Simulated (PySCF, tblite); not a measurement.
# C10H14O3S: NMR shifts, part 2 of 2

tblite 0.8.0 and PySCF 2.14.0. Atoms count from 0.

### Step 5. NMR shifts: GIAO KT3/pcSseg-2

Job settings and geometry (Å):

```
{"job": {"kind": "nmr", "xc": "KT3", "basis": "pcSseg-2", "pop": false}, "charge": 0, "multiplicity": 1}
C     -3.367608     0.865338    -1.430302
C     -2.301999     0.271337    -0.558064
C     -1.697771    -0.948682    -0.897273
C     -0.689766    -1.495477    -0.113503
C     -0.274881    -0.808249     1.027376
S      1.028757    -1.491760     2.010640
O      0.878606    -2.926917     2.075835
O      1.174607    -0.678079     3.206884
O      2.311886    -1.262985     1.055636
C      2.867496     0.068591     0.958004
C      3.261622     0.257747    -0.489676
C      4.011360     0.197639     1.939918
C     -0.862833     0.397678     1.398546
C     -1.873973     0.928270     0.601660
H     -2.920145     1.516272    -2.200045
H     -3.940931     0.087189    -1.953965
H     -4.068927     1.480507    -0.848944
H     -2.032314    -1.483268    -1.790223
H     -0.229893    -2.452330    -0.368687
H      2.076671     0.793217     1.220463
H      4.013750    -0.490245    -0.782236
H      3.689397     1.259762    -0.640729
H      2.386989     0.146347    -1.146532
H      4.793974    -0.541889     1.712776
H      4.452796     1.203963     1.883834
H      3.648565     0.029056     2.962774
H     -0.533209     0.896261     2.312191
H     -2.345421     1.871154     0.891014
```

Method: GIAO KT3/pcSseg-2 NMR shielding, non-relativistic, gas phase.

What it wrote:

```text
start: PBE on a coarse grid of 23293 points
cycle   1  E = -1012.2777783635  dE =  2.324e+00  |g| = 1.496e+00  |ddm| = 4.376e+00
cycle   2  E = -1010.4733582548  dE =  1.804e+00  |g| = 3.444e+00  |ddm| = 9.876e+00
cycle   3  E = -1012.6060046483  dE = -2.133e+00  |g| = 6.182e-01  |ddm| = 9.068e+00
cycle   4  E = -1012.6816339930  dE = -7.563e-02  |g| = 2.740e-01  |ddm| = 1.103e+00
cycle   5  E = -1012.6942776628  dE = -1.264e-02  |g| = 1.369e-01  |ddm| = 2.959e-01
cycle   6  E = -1012.6986590349  dE = -4.381e-03  |g| = 2.806e-02  |ddm| = 1.206e-01
cycle   7  E = -1012.6988116546  dE = -1.526e-04  |g| = 1.318e-02  |ddm| = 3.781e-02
cycle   8  E = -1012.6988479261  dE = -3.627e-05  |g| = 5.114e-03  |ddm| = 1.618e-02
final grid: 211328 points
cycle   9  E = -1025.7896056083  dE = -4.849e-02  |g| = 2.228e-01  |ddm| = 4.657e+00
cycle  10  E = -1025.7723374458  dE =  1.727e-02  |g| = 3.545e-01  |ddm| = 5.943e-01
cycle  11  E = -1025.7945647314  dE = -2.223e-02  |g| = 8.871e-02  |ddm| = 5.059e-01
cycle  12  E = -1025.7956548380  dE = -1.090e-03  |g| = 3.615e-02  |ddm| = 1.499e-01
cycle  13  E = -1025.7959835986  dE = -3.288e-04  |g| = 9.076e-03  |ddm| = 5.108e-02
cycle  14  E = -1025.7960033340  dE = -1.974e-05  |g| = 1.789e-03  |ddm| = 9.371e-03
cycle  15  E = -1025.7960055463  dE = -2.212e-06  |g| = 9.796e-04  |ddm| = 2.493e-03
cycle  16  E = -1025.7960038734  dE =  1.673e-06  |g| = 2.367e-04  |ddm| = 1.410e-03
cycle  17  E = -1025.7960066328  dE = -2.759e-06  |g| = 1.117e-04  |ddm| = 7.868e-04
cycle  18  E = -1025.7960053701  dE =  1.263e-06  |g| = 3.042e-05  |ddm| = 9.404e-04
converged SCF energy = -1025.7960053701

GIAO shielding tensors (ppm)
atom      isotropic    diamagn.    paramagn.     s11        s22        s33       span
  0 C      157.212     236.746     -79.534    136.020    151.218    184.397     48.377
  1 C       39.641     263.106    -223.465    -54.936      5.112    168.748    223.683
  2 C       53.395     264.003    -210.607    -43.984     48.466    155.704    199.688
  3 C       55.136     264.575    -209.439    -38.561     35.198    168.770    207.332
  4 C       45.547     271.404    -225.857    -25.873     33.457    129.057    154.930
  5 S      194.400    1052.597    -858.197     33.074    170.284    379.844    346.770
  6 O       98.058     391.522    -293.464     61.530    107.687    124.958     63.428
  7 O      112.224     395.895    -283.672     74.067    119.138    143.465     69.398
  8 O       86.175     403.764    -317.589     -7.095     60.107    205.512    212.607
  9 C      105.765     251.310    -145.545     69.252     98.950    149.095     79.843
 10 C      158.114     245.954     -87.840    140.828    151.759    181.754     40.926
 11 C      156.572     236.116     -79.545    139.339    148.822    181.554     42.215
 12 C       55.317     264.033    -208.716    -39.387     38.054    167.283    206.670
 13 C       55.379     263.615    -208.237    -39.821     50.305    155.652    195.474
 14 H       28.702      29.852      -1.149     25.841     25.959     34.306      8.465
 15 H       29.003      25.697       3.306     24.160     28.650     34.199     10.040
 16 H       29.002      25.663       3.339     24.190     28.672     34.143      9.953
 17 H       24.086      33.726      -9.640     20.468     23.484     28.308      7.841
 18 H       23.580      35.867     -12.287     19.805     22.040     28.895      9.089
 19 H       27.277      43.221     -15.944     24.359     27.226     30.245      5.886
 20 H       30.427      30.486      -0.058     27.651     28.268     35.364      7.712
 21 H       30.672      31.947      -1.274     26.956     28.031     37.029     10.073
 22 H       30.694      39.055      -8.361     25.318     31.511     35.252      9.934
 23 H       30.267      24.580       5.687     27.403     28.269     35.129      7.726
 24 H       30.435      26.421       4.014     26.681     27.650     36.976     10.295
 25 H       29.335      27.336       1.999     24.329     30.117     33.558      9.228
 26 H       23.556      36.104     -12.548     19.755     21.984     28.929      9.174
 27 H       24.165      33.358      -9.192     20.466     23.657     28.373      7.906
```

It took 44 s on 2 threads of Intel Xeon at 2.60GHz, shared host; peak memory 1.4 GiB.

### Step 6. NMR shifts: GIAO PBE0/pcSseg-1 in chloroform

The job, as its differences from that of step 5:

```diff
@@ -1,2 +1,2 @@
-{"job": {"kind": "nmr", "xc": "KT3", "basis": "pcSseg-2", "pop": false}, "charge": 0, "multiplicity": 1}
+{"job": {"kind": "nmr", "xc": "PBE0", "basis": "pcSseg-1", "pop": false, "solvent": "chloroform"}, "charge": 0, "multiplicity": 1}
 C     -3.367608     0.865338    -1.430302
```

Level: GIAO PBE0/pcSseg-1 NMR shielding, non-relativistic, IEF-PCM chloroform.

What it wrote:

```text
start: PBE on a coarse grid of 23293 points
cycle   1  E = -1011.7629530260  dE =  2.402e+00  |g| = 1.462e+00  |ddm| = 5.300e+00
cycle   2  E = -1010.2638395880  dE =  1.499e+00  |g| = 3.162e+00  |ddm| = 4.442e+00
cycle   3  E = -1012.1006800310  dE = -1.837e+00  |g| = 5.345e-01  |ddm| = 3.713e+00
cycle   4  E = -1012.1598217939  dE = -5.914e-02  |g| = 2.227e-01  |ddm| = 7.441e-01
cycle   5  E = -1012.1685799487  dE = -8.758e-03  |g| = 9.773e-02  |ddm| = 2.392e-01
cycle   6  E = -1012.1707214409  dE = -2.141e-03  |g| = 2.009e-02  |ddm| = 1.025e-01
cycle   7  E = -1012.1708036715  dE = -8.223e-05  |g| = 7.579e-03  |ddm| = 2.432e-02
final grid: 211328 points
cycle   8  E = -1012.3853758682  dE = -8.968e-03  |g| = 7.854e-02  |ddm| = 4.576e-01
cycle   9  E = -1012.3836448495  dE =  1.731e-03  |g| = 1.248e-01  |ddm| = 1.819e-01
cycle  10  E = -1012.3866145746  dE = -2.970e-03  |g| = 1.445e-02  |ddm| = 1.174e-01
cycle  11  E = -1012.3866550608  dE = -4.049e-05  |g| = 4.802e-03  |ddm| = 1.558e-02
cycle  12  E = -1012.3866596285  dE = -4.568e-06  |g| = 1.622e-03  |ddm| = 5.126e-03
cycle  13  E = -1012.3866578620  dE =  1.767e-06  |g| = 3.460e-04  |ddm| = 1.731e-03
cycle  14  E = -1012.3866598591  dE = -1.997e-06  |g| = 1.268e-04  |ddm| = 3.894e-04
cycle  15  E = -1012.3866586709  dE =  1.188e-06  |g| = 3.712e-05  |ddm| = 1.587e-04
converged SCF energy = -1012.3866586709

GIAO shielding tensors (ppm)
atom      isotropic    diamagn.    paramagn.     s11        s22        s33       span
  0 C      161.268     242.832     -81.563    142.385    153.667    187.753     45.368
  1 C       32.134     264.642    -232.508    -71.448     -7.914    175.764    247.212
  2 C       47.987     255.460    -207.473    -55.488     35.933    163.517    219.005
  3 C       50.829     253.681    -202.851    -50.287     26.156    176.619    226.905
  4 C       44.089     275.405    -231.316    -32.323     34.160    130.429    162.751
  5 S      172.931    1053.512    -880.581     21.557    156.624    340.611    319.054
  6 O      114.642     400.495    -285.854     80.464    121.432    142.030     61.566
  7 O      129.444     404.472    -275.029     89.954    136.507    161.870     71.915
  8 O      100.943     410.053    -309.110      6.099     68.468    228.261    222.163
  9 C      111.931     246.174    -134.243     74.394    103.890    157.508     83.114
 10 C      161.754     250.271     -88.517    143.698    156.468    185.096     41.397
 11 C      159.958     244.847     -84.890    141.736    153.336    184.801     43.064
 12 C       50.523     253.607    -203.084    -51.763     28.414    174.918    226.681
 13 C       50.198     255.191    -204.992    -50.965     38.071    163.489    214.455
 14 H       28.477      27.896       0.581     25.262     25.608     34.561      9.299
 15 H       28.773      26.730       2.042     23.611     28.147     34.560     10.949
 16 H       28.771      26.737       2.033     23.646     28.165     34.501     10.856
 17 H       23.535      33.950     -10.415     19.465     23.419     27.721      8.256
 18 H       23.204      34.779     -11.575     18.978     21.869     28.763      9.785
 19 H       27.511      37.325      -9.814     24.187     27.840     30.506      6.319
 20 H       30.170      30.924      -0.754     27.065     27.727     35.718      8.654
 21 H       30.460      31.169      -0.709     26.458     27.470     37.452     10.993
 22 H       30.517      35.225      -4.708     24.679     31.374     35.497     10.818
 23 H       29.917      26.602       3.315     26.618     27.768     35.366      8.747
 24 H       30.204      26.705       3.500     26.143     27.096     37.373     11.230
 25 H       29.250      27.993       1.257     23.764     30.149     33.836     10.072
 26 H       23.213      35.176     -11.963     18.916     21.970     28.752      9.836
 27 H       23.609      33.864     -10.255     19.433     23.616     27.777      8.344
```

Wall time 19 s (2 threads of Intel Xeon at 2.60GHz, shared host); peak memory 1.2 GiB.

### Step 7. Summary of results

What follows sums up all 2 parts.

| quantity | value |
| --- | --- |
| point group | C1 |
| rotational constants (main isotopes) | 1.06, 0.39, 0.35 GHz |
| 13C shifts against TMS (PBE0/pcSseg-2, means over atoms taken as alike) | 155.1, 146.0, 138.8, 138.5, 75.0, 24.2, 24.0 ppm |
| 1H shifts against TMS (PBE0/pcSseg-2, means over atoms taken as alike) | 8.14, 7.52, 3.95, 2.49, 1.03 ppm |
| 33S shifts against CS2 (PBE0/pcSseg-2) | 350 ppm |
| 17O shifts against H2O (PBE0/pcSseg-2, means over atoms taken as alike) | 233.0, 217.1 ppm |
| measured, and computed on the same scale | H19 δ 4.70, 3.95; H20 δ 1.25, 1.03 ppm |

What this shows: The optimisation took 11 steps and gained 0.149 eV; among the close pairs (by a distance rule), S5–O7 changed most, from 1.434 to 1.454 Å (PBE0/def2-SVP). No frequency check was run at this level, so the end point may be a saddle. At PBE0/pcSseg-2: Shielding is most anisotropic at S5 (span 353 ppm, paramagnetic term -897 ppm). 2 measured 1H shifts can be compared: mean absolute error 0.48 ppm, mean signed error -0.48 ppm. Vibration, temperature and solvent are missing from the calculation, and it holds one conformer, so part of the miss against the measured shifts is not the functional's. NICS(1)zz of -28 ppm above the planar ring from C1 marks a diatropic (aromatic) ring current.
